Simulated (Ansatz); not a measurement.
# Hf: one contact scaled

One table from this session's results is given with a row withheld; the runs are named, their logs left out.

Method: DFT PBEsol, with the methods named in each step, in Ansatz 0.2.0.

3 further runs of the same task are left out: 3 that didn't finish. Runs told in other sessions of the task aren't counted.

### The starting structure

Symmetry: Fd-3m, No. 227, cubic system. Conventional cell: a = 6.088 Å, b = 6.088 Å, c = 6.088 Å, α = 90.00°, β = 90.00°, γ = 90.00°. Hf (site symmetry -43m) has 4 Hf at 2.64 Å in its first shell of neighbours.

As a file:

```
CELL_PARAMETERS angstrom
0.00000 3.04385 3.04385
3.04385 0.00000 3.04385
3.04385 3.04385 0.00000
ATOMIC_POSITIONS crystal
Hf 0.87500 0.87500 0.87500
Hf 0.12500 0.12500 0.12500
```

Atoms are numbered in the order of the input: Hf1, Hf2.

The first run:

input.yaml reads:

```yaml
crystal:
  lattice:
    - [0.0, 3.0438467722, 3.0438467722]
    - [3.0438467722, 0.0, 3.0438467722]
    - [3.0438467722, 3.0438467722, 0.0]
  atoms:
    - { symbol: Hf, position: [-0.125, -0.125, -0.125] }
    - { symbol: Hf, position: [0.125, 0.125, 0.125] }
kpoints:
  mp_grid: { grid: [9, 9, 9] }
scf:
  occupations: { method: fermi_dirac, width: 0.05 }
hamiltonian:
  xc: pbesol
  pseudopotentials: { kind: paw }
output:
  forces: true
  stress: true
  eigenvalues: true
  populations: true
```

The run is started by

```
$ ansatz run input.yaml --threads 1 --pin off --max-ram 2048MiB --backend cpu --events-out ev --progress --plain --runs-dir out
```

Among the steps run: Shortest bond scaled by 1, PAW; Shortest bond scaled by 1.1, PAW; Shortest bond scaled by 0.76, PAW; Shortest bond scaled by 0.64, PAW; Shortest bond scaled by 0.58, PAW; Shortest bond scaled by 0.58, PAW (level accurate).

One table of the session follows, with a row left open; its other results are not shown here.

```
              method  length (Å)  F from the given length (eV/cell)  force along the bond (eV/Å)  pressure (GPa)  largest force (eV/Å)
                 PAW       1.529                             26.615                      143.924          197.71               143.924
                 PAW       1.687                             11.179                       62.554           89.81                62.554
                 PAW       2.003                              1.581                       11.621           18.02                11.621
                 PAW       2.636                                  ?                            ?               ?                     ?
                 PAW       2.900                              0.015                       -0.029            5.43                 0.029
PAW (level accurate)       1.529                                  –                      105.936          142.70               105.936
```

**Question.** Estimate the row for PAW, 2.636.

The run gave: F from the given length (eV/cell): 0.000; force along the bond (eV/Å): 0.000; pressure (GPa): 4.85; largest force (eV/Å): 0.000.
